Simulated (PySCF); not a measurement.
# Eu2OCl2: other functionals and bases at one geometry

An exercise on one series of results from a longer session: the logs are not shown, and one member is left open.

Computed with PySCF 2.14.0. Level: several levels, as the steps say, no spin–orbit coupling.

4 further runs of the same task are left out: 2 for a known fault of the program, 2 that didn't finish.

## The starting structure

5 atoms, charge 0, spin multiplicity 1.

Bond lengths: Eu1–O3 2.192 Å, Eu1–Cl4 2.728 Å, Eu2–O3 2.192 Å, Eu2–Cl5 2.728 Å. Angles: O3–Eu1–Cl4 180.0°, O3–Eu2–Cl5 180.0°, Eu1–O3–Eu2 180.0°.

Geometry (Å):

| atom | x (Å) | y (Å) | z (Å) |
| --- | --- | --- | --- |
| Eu1 | 0.00000 | 0.00000 | 2.19162 |
| Eu2 | 0.00000 | 0.00000 | -2.19162 |
| O3 | 0.00000 | 0.00000 | 0.00000 |
| Cl4 | 0.00000 | 0.00000 | 4.91925 |
| Cl5 | 0.00000 | 0.00000 | -4.91925 |

Formal oxidation states: Eu +2. Each metal's 7 4f electrons lie in its core potential, so multiplicities, spins and levels count the valence alone. An earlier session relaxed this geometry at r2SCAN, Eu lcecp-0-SVP with ECP53, O def2-SVP, Cl def2-SVP (singlet, point group D∞h).

At r2SCAN on the finer grid: E = -1054.213238 Eh, frontier levels not given, since the 4f levels lie in the core, Mulliken charge on Eu1 +0.83 e, largest force component 0.015 eV/Å. 

Levels to run: TPSSh; PBE; TPSS; BLYP; r2SCAN, TZVP. Hardware: 2 threads of Arm Neoverse V1, shared host.

The first run:

File run.py (the lines that set the calculation):

```python
mol = gto.M(atom='''
Eu     0.00000     0.00000     2.19162
Eu     0.00000     0.00000    -2.19162
O      0.00000     0.00000     0.00000
Cl     0.00000     0.00000     4.91925
Cl     0.00000     0.00000    -4.91925''',
    basis={'Eu': 'lcecp-0-SVP', 'O': 'def2-SVP', 'Cl': 'def2-SVP'},
    ecp={'Eu': 'lcecp-0-SVP'},
    charge=0, spin=0)
mf = dft.RKS(mol, xc='TPSSH')
mf.grids.atom_grid = (75, 302)  # f atoms: unpruned, at least (60, 302)
mf = mf.density_fit()  # fitting sets: Eu AutoAux, O def2-universal-JKFIT, Cl def2-universal-JKFIT
mf.conv_tol = 1e-08; mf.max_cycle = 55
mf.kernel(dm0)  # dm0: the density of the relaxed state
```

Launch:

```bash
> OMP_NUM_THREADS=2 python run.py
```

Among the steps run: TPSSh; PBE; TPSS; BLYP; r2SCAN, TZVP.

One table of the session follows, with a row left open; its other results are not shown here.

```
                level  charge on Eu1 (e)  largest force component (eV/Å)
r2SCAN (relaxed here)               0.83                            0.02
                TPSSh               0.82                            0.01
                  PBE                  ?                               ?
                 TPSS               0.78                            0.07
                 BLYP               0.68                            0.17
         r2SCAN, TZVP               1.17                            0.11
```

Estimate the missing values for PBE.

**Answer.** charge on Eu1 (e): 0.71; largest force component (eV/Å): 0.09. In the column «charge on Eu1 (e)» it lies between BLYP (0.68) and TPSS (0.78).

The largest leftover force, 0.17 eV/Å with BLYP, stands at a geometry relaxed at another level. With 4f in the core, its levels are missing from HOMO and gap, and its count is fixed, so no charge can pass from the ligands into it. Total energies of different levels can't be compared.
